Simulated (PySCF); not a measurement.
# BH2O2F (SMILES OB(O)F): B3LYP/cc-pV(D+d)Z

Aim: the vertical singlet–triplet gap of BH2O2F at B3LYP/cc-pV(D+d)Z, from 2 runs. 

The calculation is run with PySCF 2.14.0.

## 1. The structure to begin with

The species is BH2O2F (6 atoms), meant as a singlet with charge 0. SMILES: `OB(O)F`. Geometry: relaxed at PBE0-D4/def2-TZVP. This is one conformer, not always the lowest.

Bond lengths: O1–B2 1.360 Å, B2–O3 1.352 Å, B2–F4 1.333 Å, O1–H5 0.960 Å, O3–H6 0.960 Å. Angles: O1–B2–O3 121.6°, O1–B2–F4 120.5°, O3–B2–F4 117.9°, B2–O1–H5 113.1°, B2–O3–H6 112.5°.

## 2. The energy at B3LYP/cc-pV(D+d)Z

The input, calc.py:

```python
from pyscf import gto, dft

mol = gto.Mole()
mol.atom = [
    ('O', (-0.477500, 0.971000, -0.208400)),
    ('B', (-0.023800, -0.307500, -0.106500)),
    ('O', (0.989400, -0.635200, 0.726100)),
    ('F', (-0.573100, -1.280600, -0.833200)),
    ('H', (-1.198900, 1.066100, -0.834300)),
    ('H', (1.326000, 0.122200, 1.210000)),
]
mol.basis = 'cc-pv(d+d)z'
mol.max_memory = 1860
mol.verbose = 3
mol.spin = 0
mol.build()

myscf = dft.RKS(mol)
myscf.xc = 'b3lyp'
myscf.grids.level = 4
myscf.conv_tol = 1e-10
myscf.kernel()
if not myscf.converged:
    myscf = myscf.newton().run(myscf.mo_coeff, myscf.mo_occ)

e_tot = myscf.e_tot
print('E = %.10f Eh' % e_tot)
```

Command:

```bash
$ OMP_NUM_THREADS=1 python calc.py
```

What it wrote:

```text
converged SCF energy = -276.529208378022
E = -276.5292083780 Eh
```

It took 8.1 s on 1 thread of Arm Neoverse V1, shared host; peak memory 0.34 GiB.

## 3. The triplet

The input, calc.py:

```python
from pyscf import gto, dft

system = gto.M(
    atom='''
O       -0.477500       0.971000      -0.208400
B       -0.023800      -0.307500      -0.106500
O        0.989400      -0.635200       0.726100
F       -0.573100      -1.280600      -0.833200
H       -1.198900       1.066100      -0.834300
H        1.326000       0.122200       1.210000
''',
    spin=2,
    max_memory=1860,
    basis='cc-pv(d+d)z',
    charge=0,
    verbose=4,
)

ks = dft.UKS(system)
ks.xc = 'b3lyp'
ks.grids.level = 4
ks.conv_tol = 1e-10
ks.kernel()
if not ks.converged:
    ks = ks.newton().run(ks.mo_coeff, ks.mo_occ)

energy = ks.e_tot
print(f'total energy: {energy:.8f} hartree')
```

Command:

```bash
$ OMP_NUM_THREADS=1 python calc.py
```

What it wrote:

```text
PySCF version 2.14.0

[INPUT] num. atoms = 6
[INPUT] num. electrons = 32
[INPUT] charge = 0
[INPUT] spin (= nelec alpha-beta = 2S) = 2
[INPUT] symmetry False subgroup None
[INPUT] Mole.unit = angstrom
[INPUT] Symbol           X                Y                Z      unit          X                Y                Z       unit  Magmom
[INPUT]  1 O     -0.477500000000   0.971000000000  -0.208400000000 AA   -0.902344224480   1.834924066953  -0.393818924359 Bohr   0.0
[INPUT]  2 B     -0.023800000000  -0.307500000000  -0.106500000000 AA   -0.044975481765  -0.581090783304  -0.201255832266 Bohr   0.0
[INPUT]  3 O      0.989400000000  -0.635200000000   0.726100000000 AA    1.869695027645  -1.200354034324   1.372130139047 Bohr   0.0
[INPUT]  4 F     -0.573100000000  -1.280600000000  -0.833200000000 AA   -1.083002041988  -2.419983275118  -1.574519806988 Bohr   0.0
[INPUT]  5 H     -1.198900000000   1.066100000000  -0.834300000000 AA   -2.265592650741   2.014637021399  -1.576598505725 Bohr   0.0
[INPUT]  6 H      1.326000000000   0.122200000000   1.210000000000 AA    2.505776841173   0.230924532422   2.286568610724 Bohr   0.0

nuclear repulsion = 114.498553224149
number of shells = 16
number of NR pGTOs = 118
number of NR cGTOs = 66
basis = cc-pv(d+d)z
ecp = {}

******** <class 'pyscf.dft.uks.UKS'> ********
method = UKS
initial guess = minao
damping factor = 0
level_shift factor = 0
DIIS = <class 'pyscf.scf.diis.CDIIS'>
diis_start_cycle = 1
diis_space = 8
diis_damp = 0
SCF conv_tol = 1e-10
SCF conv_tol_grad = None
SCF max_cycles = 50
direct_scf = True
direct_scf_tol = 1e-13
number electrons alpha = 17  beta = 15
XC library pyscf.dft.libxc version 7.0.0
    S. Lehtola, C. Steigemann, M. J.T. Oliveira, and M. A.L. Marques.,  SoftwareX 7, 1–5 (2018)
XC functionals = b3lyp
    P. J. Stephens, F. J. Devlin, C. F. Chabalowski, and M. J. Frisch.,  J. Phys. Chem. 98, 11623 (1994)
radial grids:
    Treutler-Ahlrichs [JCP 102, 346 (1995); DOI:10.1063/1.469408] (M4) radial grids

becke partition: Becke, JCP 88, 2547 (1988); DOI:10.1063/1.454033
pruning grids: <function nwchem_prune>
grids dens level: 4
symmetrized grids: False
atomic radii adjust function: <function treutler_atomic_radii_adjust>
small_rho_cutoff = 0
Set gradient conv threshold to 1e-05
tot grids = 144880
init E= -276.948819778403
[... the frontier-level lines of each cycle are left out ...]


cycle= 1 E= -276.12689825172  delta_E= 0.822  |g|= 0.481  |ddm|= 3.95


cycle= 2 E= -276.041007752139  delta_E= 0.0859  |g|= 0.711  |ddm|= 1.55


cycle= 3 E= -276.182447425173  delta_E= -0.141  |g|= 0.246  |ddm|= 1.05


cycle= 4 E= -276.208700729444  delta_E= -0.0263  |g|= 0.0952  |ddm|= 0.543


cycle= 5 E= -276.213013372579  delta_E= -0.00431  |g|= 0.027  |ddm|= 0.192


cycle= 6 E= -276.21334720322  delta_E= -0.000334  |g|= 0.00579  |ddm|= 0.0543


cycle= 7 E= -276.213369485859  delta_E= -2.23e-05  |g|= 0.0017  |ddm|= 0.0242


cycle= 8 E= -276.213371281681  delta_E= -1.8e-06  |g|= 0.00129  |ddm|= 0.00594


cycle= 9 E= -276.213372505457  delta_E= -1.22e-06  |g|= 0.000722  |ddm|= 0.00553


cycle= 10 E= -276.213372584189  delta_E= -7.87e-08  |g|= 0.000829  |ddm|= 0.00105


cycle= 11 E= -276.213373271678  delta_E= -6.87e-07  |g|= 0.000525  |ddm|= 0.00506


cycle= 12 E= -276.213373979949  delta_E= -7.08e-07  |g|= 0.000141  |ddm|= 0.00943


cycle= 13 E= -276.21337407854  delta_E= -9.86e-08  |g|= 3.43e-05  |ddm|= 0.00442


cycle= 14 E= -276.213374080076  delta_E= -1.54e-09  |g|= 2.32e-05  |ddm|= 0.000279


cycle= 15 E= -276.21337408115  delta_E= -1.07e-09  |g|= 2.46e-06  |ddm|= 0.000522


cycle= 16 E= -276.213374081149  delta_E= 5.12e-13  |g|= 1.72e-06  |ddm|= 2.14e-05


Extra cycle  E= -276.213374081144  delta_E= 5.8e-12  |g|= 4.21e-06  |ddm|= 9.16e-06
converged SCF energy = -276.213374081144  <S^2> = 2.0163903  2S+1 = 3.0109071
total energy: -276.21337408 hartree
```

It took 20 s on 1 thread of Arm Neoverse V1, shared host; peak memory 0.35 GiB.

## 4. Results

Level: B3LYP/cc-pV(D+d)Z.

```
                                        quantity          value
                           singlet: total energy  -276.52921 Eh
                          singlet: dipole moment         1.92 D
                            singlet: HOMO energy       -8.96 eV
                            singlet: LUMO energy        1.11 eV
                          singlet: HOMO–LUMO gap       10.07 eV
                           triplet: total energy  -276.21337 Eh
                          triplet: dipole moment         0.37 D
     triplet: HOMO energy (highest over α and β)       -1.31 eV
                                   triplet: ⟨S²⟩          2.016
vertical energy of the triplet above the singlet       8.594 eV
```

At this shape the triplet lies 8.59 eV (198 kcal/mol) above the singlet. Mulliken charges (singlet) run from -0.13 on F4 to +0.15 on H6; they depend strongly on the basis.
